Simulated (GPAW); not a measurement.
Ta3AsAu2O13:

```
Ta As Au O
1.0
     5.72385   -0.00745   -0.00403
     1.30279    6.25499    0.00561
     0.27574    1.30074    8.36754
Ta As Au O
3 1 2 13
Direct
  0.21713 0.30521 0.58431
  0.03325 0.11123 0.99855
  0.58248 0.62145 0.50482
  0.58707 0.89691 0.83049
  0.58004 0.09228 0.18613
  0.04485 0.82077 0.44682
  0.66201 0.69726 0.71088
  0.51632 0.13418 0.69625
  0.85098 0.88773 0.91932
  0.34466 0.87003 0.94651
  0.73015 0.29240 0.03095
  0.24622 0.21809 0.11075
  0.12900 0.09398 0.49104
  0.48032 0.38887 0.43499
  0.05966 0.26685 0.78594
  0.93330 0.53240 0.45645
  0.49975 0.85161 0.34971
  0.25256 0.62988 0.62473
  0.91878 0.95175 0.22636
```

The cell was built by a generator and needn't be a form met in nature.

Base run:

* Program: GPAW 26.7.0
* Functional: PBEsol
* Potentials or basis: PAW data sets generated in the run's folder for this functional
* Cutoff: 800 eV
* Basis: pw
* k mesh: 4 × 3 × 3
* Occupations: fermi-dirac, width 0.05 eV
* Spin: no spin polarisation

Its results: band gap on the k mesh 1.28 eV, indirect (least direct gap 1.33 eV); pressure -2.5 GPa; largest force 0.387 eV/Å.

The run is repeated on the same cell with these changes: functional from PBEsol to LDA; potentials or basis from PAW data sets generated in the run's folder for this functional to the program's PAW data sets (release 1.2.1) made for this functional. What comes out?

Band gap on the k mesh 1.25 eV, indirect (least direct gap 1.30 eV); pressure -7.3 GPa; largest force 0.784 eV/Å.

Caveats: with this Au data set, volumes or pressures lay over 1.5 % or 2 GPa off other programs in two to four cells of ten; spin-orbit coupling is left out, which moves the levels of the heavy elements.

A k mesh can miss the band edges.

Not every run made on this cell is shown here.
